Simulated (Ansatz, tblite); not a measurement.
**TiBrF3: charged states by level of theory**

The task here is to estimate one member of a computed series from the others.

Method: as each input shows; program: Ansatz 0.2.0, Gaussian basis.

Plan: charge +1 doublet, at the geometry of the singlet (PBE0-D4/def2-TZVP, PBE-D4/def2-TZVP, r2SCAN-D4/def2-TZVP, CCSD(T)/def2-SVP); charge -1 doublet, at the geometry of the singlet (PBE0-D4/def2-TZVPD, PBE-D4/def2-TZVPD, r2SCAN-D4/def2-TZVPD); the starting singlet's energies come from earlier runs.

## The geometry

The geometry is that of the singlet, from an earlier relaxation (PBE0-D4/def2-SVP).

5 atoms, charge 0, spin multiplicity 1.

Atoms are counted from 1 here; the program's logs count them from 0.

Bond lengths: Ti1–Br2 2.332 Å, Ti1–F3 1.720 Å, Ti1–F4 1.720 Å, Ti1–F5 1.720 Å. Angles: Br2–Ti1–F3 109.9°, Br2–Ti1–F4 109.9°, Br2–Ti1–F5 109.9°, F3–Ti1–F4 109.0°, F3–Ti1–F5 109.0°, F4–Ti1–F5 109.0°.

Geometry (Å):

```xyz
5

Ti   -0.0004    0.0010   -0.1143
Br    0.0090   -0.0186    2.2172
F     1.6142    0.0098   -0.7076
F    -0.8147    1.4043   -0.6859
F    -0.8080   -1.3965   -0.7095
```

Formally the metal is d0. No spin-orbit coupling is included.

The first run:

File in.yaml:

```yaml
crystal:
  periodic: [false, false, false]
  atoms:
    - {symbol: Ti, position_ang: [-0.000448, 0.000951, -0.114267]}
    - {symbol: Br, position_ang: [0.008974, -0.018595, 2.217239]}
    - {symbol: F, position_ang: [1.614225, 0.009824, -0.707551]}
    - {symbol: F, position_ang: [-0.814747, 1.404282, -0.685932]}
    - {symbol: F, position_ang: [-0.808004, -1.396472, -0.709488]}
basis:
  gaussian: {orbitals: def2-SVP}
total_charge: 1
magnetization: {spin_polarized: true, initial_magnetization: 1}
hamiltonian: {xc: pbe0, dispersion: d4}
output: {orbitals: {seedname: orbitals}}
```

Run with:

```
ansatz run in.yaml --threads 4 --pin off --events-out ev --progress --plain --max-ram 3916MiB
```

Among the steps run: Charge +1 doublet at the fixed geometry, first pass, PBE0-D4/def2-SVP; Charge +1 doublet at the fixed geometry, PBE0-D4/def2-TZVP; Charge +1 doublet at the fixed geometry, PBE-D4/def2-TZVP; Charge +1 doublet at the fixed geometry, r2SCAN-D4/def2-TZVP; Charge +1 doublet at the fixed geometry, CCSD(T)/def2-SVP.

One of the session's tables, all rows but one given; the rest of the session is left out.

| method | vertical ionisation energy (eV) |
| --- | --- |
| HF/def2-SVP | 11.19 |
| PBE-D4/def2-TZVP | 11.60 |
| r2SCAN-D4/def2-TZVP | 11.77 |
| PBE0-D4/def2-TZVP | 11.79 |
| MP2/def2-SVP | ? |
| CCSD/def2-SVP | 11.56 |
| CCSD(T)/def2-SVP | 11.46 |

**Question.** Estimate the row for MP2/def2-SVP.

**Answer.** vertical ionisation energy (eV): 11.55. In the column «vertical ionisation energy (eV)» it lies between CCSD(T)/def2-SVP (11.46) and CCSD/def2-SVP (11.56).

Limits of these values: The yardstick is in a double-zeta basis, so levels in larger sets aren't compared like for like. CCSD(T)/def2-SVP isn't at the basis-set limit; small misses against it rank nothing.
